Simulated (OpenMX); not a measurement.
Crystal: TaTe.

```
CELL_PARAMETERS angstrom
3.42009 0.00000 0.00000
0.00000 3.42009 0.00000
0.00000 0.00000 3.42009
ATOMIC_POSITIONS crystal
Ta 0.50000 0.50000 0.50000
Te 0.00000 0.00000 0.00000
```

The cell was built by a generator and needn't be a form met in nature.

Base run:

| Property | Result |
| --- | --- |
| Program | OpenMX 3.8.5 |
| Functional | PBE |
| Potentials or basis | OpenMX 2013 PBE set, Ta7.0-s3p2d2f1, Te7.0-s3p2d2f1, grid cutoff 500 Ry |
| k mesh | 7 × 7 × 7 |
| Occupations | fermi-dirac, width 0.05 eV |
| Spin | no spin polarisation |

Its results: band gap on the k mesh none (metal or under the smearing width); pressure 1.4 GPa.

Q: The run is repeated on the same cell with these changes: dispersion from none to D3(BJ). What comes out?

A: Band gap on the k mesh none (metal or under the smearing width); pressure -4.1 GPa.

Dispersion adds attraction, which lowers the pressure at fixed volume and, as a term added to the energy, leaves the levels alone.

Caveats: the basis of atomic orbitals isn't converged, which shifts pressures, moduli and gaps; pairwise dispersion overbinds metals, which lowers pressure and volume (some runs).
